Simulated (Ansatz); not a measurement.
HfIn4SiO6:

```xyz
12
Lattice="3.2302 -5.5777 -0.0247 3.2302 5.5777 -0.0247 -1.4907 0.0000 6.3203" Properties=species:S:1:pos:R:3 pbc="T T T"
Hf    0.6440    0.0000    0.0526
In    4.1040   -1.7301    0.0202
In    4.1040    1.7301    0.0202
In    1.7482   -1.8121    3.0400
In    1.7482    1.8121    3.0400
Si    4.8557    0.0000    2.7718
O     4.0293   -1.3765    2.3731
O     4.0293    1.3765    2.3731
O    -0.2525    0.0000    1.8631
O     5.2892    0.0000    4.3477
O     1.7422   -1.5806    0.4557
O     1.7422    1.5806    0.4557
```

The cell was built by a generator and needn't be a form met in nature.

Base run:

| Quantity | Value |
| --- | --- |
| Program | Ansatz 0.2.0 |
| Functional | PBE |
| Potentials or basis | all-electron LAPW, scalar-relativistic |
| Cutoff | 495 eV |
| Density cutoff | 1981 eV |
| Basis error allowed | 0.002 eV/atom |
| k mesh | 4 × 4 × 3 |
| Occupations | fermi-dirac, width 0.05 eV |
| Spin | no spin polarisation |

Its results: band gap on the k mesh 0.56 eV, indirect (least direct gap 0.83 eV); pressure 0.0 GPa; largest force 0.008 eV/Å.

Task: The run is repeated on the same cell with these changes: hubbard terms from none to Hf d U = 6 eV. What comes out?

Result: Band gap on the k mesh 0.50 eV, indirect (least direct gap 0.73 eV); pressure 1.2 GPa; largest force 0.736 eV/Å.

Caveats: spin-orbit coupling is left out, which moves the levels of the heavy elements; U is the effective U less J, on atomic orbitals that reach past the spheres (some runs); an odd mesh through Γ misses points on the zone boundary, where band edges often lie (some runs).

Not every run made on this cell is shown here.
